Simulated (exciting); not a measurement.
# GaGe (F-43m) in exciting: notebook

The runs below take GaGe through single point, with PBE.

Everything below comes from runs of exciting (release sodium). Logs are shortened: lines on timing, memory, paths and dates and some standing lists are left out, and cuts for length are marked.

**1. The crystal as given**

Symmetry: F-43m, No. 216, cubic system. Conventional cell: a = 5.796 Å, b = 5.796 Å, c = 5.796 Å, α = 90.00°, β = 90.00°, γ = 90.00°. Around Ge (site symmetry -43m) lie 4 Ga at 2.51 Å. Ga (site symmetry -43m) has 4 Ge at 2.51 Å as nearest neighbours.

The cell comes from a database or a generator and needn't be the stable form of this composition.

**2. Single point, PBE**

Input file input.xml:

```xml
<input>
  <title>GaGe</title>
  <structure speciespath="./" tshift="false">
    <crystal scale="1">
      <basevect>0.000000000000 5.476131511890 5.476131511890</basevect>
      <basevect>5.476131511890 0.000000000000 5.476131511890</basevect>
      <basevect>5.476131511890 5.476131511890 0.000000000000</basevect>
    </crystal>
    <species speciesfile="Ge.xml" rmt="2">
      <atom coord="0.000000000000 0.000000000000 0.000000000000"/>
    </species>
    <species speciesfile="Ga.xml" rmt="2">
      <atom coord="0.750000000000 0.750000000000 0.750000000000"/>
    </species>
  </structure>
  <groundstate do="fromscratch" ngridk="8 8 8" rgkmax="9" gmaxvr="14" lmaxapw="10" lmaxmat="10" lmaxvr="8" xctype="GGA_PBE" stype="Gaussian" swidth="0.00367493" nempty="10" ValenceRelativity="iora*" epsengy="1e-05" epspot="1e-05" maxscl="60" tforce="true" outputlevel="normal"/>
</input>
```

Potentials or basis: all-electron LAPW+lo, shipped species files, valence relativity iora*.

Started as:

```
> OMP_NUM_THREADS=1 exciting_smp
```

INFO.OUT:

```text
================================================================================
EXCITING SODIUM started
[... 10 lines left out ...]

 Lattice vectors (cartesian) :
      0.0000000000      5.4761315119      5.4761315119
      5.4761315119      0.0000000000      5.4761315119
      5.4761315119      5.4761315119      0.0000000000

 Reciprocal lattice vectors (cartesian) :
     -0.5736883139      0.5736883139      0.5736883139
      0.5736883139     -0.5736883139      0.5736883139
      0.5736883139      0.5736883139     -0.5736883139

 Unit cell volume                           :     328.4366424680
 Brillouin zone volume                      :       0.7552452478

 Species :    1 (Ge)
     parameters loaded from                 :    Ge.xml
     name                                   :    germanium
     nuclear charge                         :     -32.00000000
     electronic charge                      :      32.00000000
     atomic mass                            :  132359.93290000
     muffin-tin radius                      :       2.00000000
     # of radial points in muffin-tin       :     350

     atomic positions (lattice) :
       1 :   0.00000000  0.00000000  0.00000000

 Species :    2 (Ga)
     parameters loaded from                 :    Ga.xml
     name                                   :    gallium
     nuclear charge                         :     -31.00000000
     electronic charge                      :      31.00000000
     atomic mass                            :  127097.25380000
     muffin-tin radius                      :       2.00000000
     # of radial points in muffin-tin       :     350

     atomic positions (lattice) :
       1 :   0.75000000  0.75000000  0.75000000

 Total number of atoms per unit cell        :       2

 Spin treatment                             :    spin-unpolarised

 Number of Bravais lattice symmetries       :      48
 Number of crystal symmetries               :      24

 k-point grid                               :       8    8    8
 Total number of k-points                   :      43
 k-point set is reduced with crystal symmetries

 R^MT_min * |G+k|_max (rgkmax)              :       9.00000000
 Species with R^MT_min                      :       1 (Ge)
 Maximum |G+k| for APW functions            :       4.50000000
 Maximum |G| for potential and density      :      14.00000000

 G-vector grid sizes                        :      36    36    36
 Total number of G-vectors                  :   15185

 Maximum angular momentum used for
     APW functions                          :      10
     computing H and O matrix elements      :      10
     potential and density                  :       8
     inner part of muffin-tin               :       2

 Total nuclear charge                       :     -63.00000000
 Total electronic charge                    :      63.00000000
 Total core charge                          :      36.00000000
 Total valence charge                       :      27.00000000

 Number of empty states                     :      10
 Total number of valence states             :      24

 Maximum Hamiltonian size                   :     559
 Maximum number of plane-waves              :     531
 Total number of local-orbitals             :      28

 Exchange-correlation type                  :      20
     Perdew-Burke-Ernzerhof, Phys. Rev. Lett. 77, 3865 (1996)
     Generalised gradient approximation (GGA)

 Smearing scheme                            :    Gaussian
 Smearing width                             :       0.00367493

 Using multisecant Broyden potential mixing
[... 16 lines left out ...]
+ SCF iteration number :    1                                                  +
++++++++++++++++++++++++++++++++++++++++++++++++++++++++++++++++++++++++++++++++
 Total energy                               :     -4041.88660627
 _______________________________________________________________
 Fermi energy                               :         0.13992640
 Kinetic energy                             :      4127.01768965
 Coulomb energy                             :     -8013.54470762
 Exchange energy                            :      -152.30271074
 Correlation energy                         :        -3.05687757

 DOS at Fermi energy (states/Ha/cell)       :        32.73088023

 Electron charges :
     core                                   :        36.00000000
     core leakage                           :         0.00930012
     valence                                :        27.00000000
     interstitial                           :         4.67701811
     charge in muffin-tin spheres :
                  atom     1    Ge          :        29.54335504
                  atom     2    Ga          :        28.77962685
     total charge in muffin-tins            :        58.32298189
     total charge                           :        63.00000000

++++++++++++++++++++++++++++++++++++++++++++++++++++++++++++++++++++++++++++++++
+ SCF iteration number :    2                                                  +
++++++++++++++++++++++++++++++++++++++++++++++++++++++++++++++++++++++++++++++++
 Total energy                               :     -4042.87930713
 _______________________________________________________________
 Fermi energy                               :         0.13945752
 Kinetic energy                             :      4126.50901378
 Coulomb energy                             :     -8013.99026489
 Exchange energy                            :      -152.34061048
 Correlation energy                         :        -3.05744556

 DOS at Fermi energy (states/Ha/cell)       :        32.75543227

 Electron charges :
     core                                   :        36.00000000
     core leakage                           :         0.00922259
     valence                                :        27.00000000
     interstitial                           :         4.67244465
     charge in muffin-tin spheres :
                  atom     1    Ge          :        29.52859190
                  atom     2    Ga          :        28.79896345
     total charge in muffin-tins            :        58.32755535
     total charge                           :        63.00000000

 RMS change in effective potential (target) :  0.374188E-01  ( 0.100000E-04)
 Absolute change in total energy   (target) :  0.992701      ( 0.100000E-04)
 Charge distance                   (target) :  0.936219E-03  ( 0.100000E-04)
 Abs. change in max-nonIBS-force   (target) :   0.00000      ( 0.500000E-04)

++++++++++++++++++++++++++++++++++++++++++++++++++++++++++++++++++++++++++++++++
+ SCF iteration number :    3                                                  +
++++++++++++++++++++++++++++++++++++++++++++++++++++++++++++++++++++++++++++++++
 Total energy                               :     -4043.15157860
 _______________________________________________________________
 Fermi energy                               :         0.13907093
 Kinetic energy                             :      4126.30585445
 Coulomb energy                             :     -8014.04910657
 Exchange energy                            :      -152.35065752
 Correlation energy                         :        -3.05766896

 DOS at Fermi energy (states/Ha/cell)       :        32.76037595

 Electron charges :
     core                                   :        36.00000000
     core leakage                           :         0.00919080
     valence                                :        27.00000000
     interstitial                           :         4.67243149
     charge in muffin-tin spheres :
                  atom     1    Ge          :        29.52107035
                  atom     2    Ga          :        28.80649816
     total charge in muffin-tins            :        58.32756851
     total charge                           :        63.00000000
[... 222 lines left out ...]
 Electron charges :
     core                                   :        36.00000000
     core leakage                           :         0.00914535
     valence                                :        27.00000000
     interstitial                           :         4.67657344
     charge in muffin-tin spheres :
                  atom     1    Ge          :        29.51299342
                  atom     2    Ga          :        28.81043314
     total charge in muffin-tins            :        58.32342656
     total charge                           :        63.00000000

 RMS change in effective potential (target) :  0.221715E-07  ( 0.100000E-04)
 Absolute change in total energy   (target) :  0.945594E-05  ( 0.100000E-04)
 Charge distance                   (target) :  0.122977E-07  ( 0.100000E-04)
 Abs. change in max-nonIBS-force   (target) :   0.00000      ( 0.500000E-04)

++++++++++++++++++++++++++++++++++++++++++++++++++++++++++++++++++++++++++++++++
+ SCF iteration number :   12                                                  +
++++++++++++++++++++++++++++++++++++++++++++++++++++++++++++++++++++++++++++++++
 Total energy                               :     -4043.20774503
 _______________________________________________________________
 Fermi energy                               :         0.13738419
 Kinetic energy                             :      4126.00709949
 Coulomb energy                             :     -8013.80644477
 Exchange energy                            :      -152.35050086
 Correlation energy                         :        -3.05789888

 DOS at Fermi energy (states/Ha/cell)       :        32.73891983

 Electron charges :
     core                                   :        36.00000000
     core leakage                           :         0.00914535
     valence                                :        27.00000000
     interstitial                           :         4.67657349
     charge in muffin-tin spheres :
                  atom     1    Ge          :        29.51299339
                  atom     2    Ga          :        28.81043312
     total charge in muffin-tins            :        58.32342651
     total charge                           :        63.00000000

 RMS change in effective potential (target) :  0.643846E-08  ( 0.100000E-04)
 Absolute change in total energy   (target) :  0.192958E-05  ( 0.100000E-04)
 Charge distance                   (target) :  0.487959E-08  ( 0.100000E-04)
 Abs. change in max-nonIBS-force   (target) :   0.00000      ( 0.500000E-04)

++++++++++++++++++++++++++++++++++++++++++++++++++++++++++++++++++++++++++++++++
| Convergency criteria checked for the last 2 iterations                       +
| Convergence targets achieved. Performing final SCF iteration                 +
++++++++++++++++++++++++++++++++++++++++++++++++++++++++++++++++++++++++++++++++
 Total energy                               :     -4043.20774676
 _______________________________________________________________
 Fermi energy                               :         0.13738418
 Kinetic energy                             :      4126.00709911
 Coulomb energy                             :     -8013.80644602
 Exchange energy                            :      -152.35050096
 Correlation energy                         :        -3.05789888

 DOS at Fermi energy (states/Ha/cell)       :        32.73891272

 Electron charges :
     core                                   :        36.00000000
     core leakage                           :         0.00914535
     valence                                :        27.00000000
     interstitial                           :         4.67657349
     charge in muffin-tin spheres :
                  atom     1    Ge          :        29.51299339
                  atom     2    Ga          :        28.81043312
     total charge in muffin-tins            :        58.32342651
     total charge                           :        63.00000000

++++++++++++++++++++++++++++++++++++++++++++++++++++++++++++++++++++++++++++++++
+ Self-consistent loop stopped                                                 +
++++++++++++++++++++++++++++++++++++++++++++++++++++++++++++++++++++++++++++++++
 STATE.OUT is written

--------------------------------------------------------------------------------
- Writing atomic positions and forces                                          -
--------------------------------------------------------------------------------

 Atomic positions (lattice) :
 atom     1  Ge  :     0.00000000    0.00000000    0.00000000
 atom     2  Ga  :     0.75000000    0.75000000    0.75000000

 Total atomic forces including IBS (cartesian) :
 atom     1  Ge  :     0.00000000    0.00000000    0.00000000
 atom     2  Ga  :    -0.00000000   -0.00000000   -0.00000000

 Atomic force components including IBS (cartesian) :
 atom     1  Ge  :    -0.00000000    0.00000000   -0.00000000   HF force
                 :     0.00000000    0.00000000    0.00000000   core correction
                 :     0.00000000   -0.00000000    0.00000000   IBS correction
 atom     2  Ga  :     0.00000000   -0.00000000    0.00000000   HF force
                 :    -0.00000000   -0.00000000    0.00000000   core correction
                 :     0.00000000    0.00000000   -0.00000000   IBS correction

********************************************************************************
* Groundstate module stopped                                                   *
********************************************************************************

================================================================================
| EXCITING SODIUM stopped                                                      =
================================================================================
```

Run time: 4.4 min. Hardware: 1 thread of Arm Neoverse V1, shared host; peak memory 0.14 GiB.

Results:

```
Free energy                                       : -110021.2937 eV
Band gap on the k mesh                            : none (metal or under the smearing width)
All electrons inside the program's atomic spheres : Ge 29.51; Ga 28.81 (radii Ge 2.0, Ga 2.0 bohr)
Density of states at the Fermi level              : 1.20 states/eV per cell
```

Levels at points of the mesh, in eV from the Fermi level:
```
           k point  band 10  band 11  band 12  band 13  band 14  band 15  band 16  band 17
(0.00, 0.00, 0.00)   -14.25   -10.54     1.68     1.68     1.68     2.05     4.36     4.36
(0.50, 0.00, 0.00)   -14.25    -8.58    -5.37     0.37     0.37     2.06     5.34     5.34
(0.50, 0.50, 0.00)   -14.25    -7.52    -5.82    -1.26    -1.26     2.34     2.44    11.00
```

Caveat: the log's total energy holds no entropy term; the free energy is that total less TS from the occupations.

**3. Single point, PBE**

Input file input.xml:

```xml
<input>
  <title>GaGe</title>
  <structure speciespath="./" tshift="false">
    <crystal scale="1">
      <basevect>7.744419460178 0.000000000000 0.000000000000</basevect>
      <basevect>3.872209730089 6.706863990125 0.000000000000</basevect>
      <basevect>3.872209730089 2.235621330105 6.323292010421</basevect>
    </crystal>
    <species speciesfile="Ge.xml" rmt="2">
      <atom coord="0.000000000000 0.000000000000 0.000000000000"/>
    </species>
    <species speciesfile="Ga.xml" rmt="2">
      <atom coord="0.250000000000 0.250000000000 0.250000000000"/>
    </species>
  </structure>
  <groundstate do="fromscratch" ngridk="8 8 8" rgkmax="9" gmaxvr="14" lmaxapw="10" lmaxmat="10" lmaxvr="8" xctype="GGA_PBE" stype="Gaussian" swidth="0.00073499" nempty="10" ValenceRelativity="iora*" epsengy="1e-05" epspot="1e-05" maxscl="60" tforce="true" outputlevel="low"/>
</input>
```

Potentials or basis: all-electron LAPW+lo, shipped species files, valence relativity iora*.

Started as:

```
> OMP_NUM_THREADS=1 exciting_smp
```

Run time: 4.4 min. Hardware: 1 thread of Arm Neoverse V1, shared host; peak memory 0.14 GiB.

It converged, with:

```
Free energy            : -110021.2889 eV
Band gap on the k mesh : none (metal or under the smearing width)
```

Levels at points of the mesh, in eV from the Fermi level:
| k point | band 9 | band 10 | band 11 | band 12 | band 13 | band 14 | band 15 | band 16 | band 17 | band 18 |
| --- | --- | --- | --- | --- | --- | --- | --- | --- | --- | --- |
| (0.00, 0.00, 0.00) | -14.28 | -14.28 | -10.57 | 1.65 | 1.65 | 1.65 | 2.03 | 4.33 | 4.33 | 4.33 |
| (0.50, 0.00, 0.00) | -14.28 | -14.28 | -8.61 | -5.40 | 0.35 | 0.35 | 2.03 | 5.32 | 5.32 | 8.18 |
| (0.50, 0.50, 0.00) | -14.30 | -14.27 | -7.55 | -5.85 | -1.28 | -1.28 | 2.31 | 2.41 | 10.98 | 10.98 |

Caveat: the log's total energy holds no entropy term; the free energy is that total less TS from the occupations.
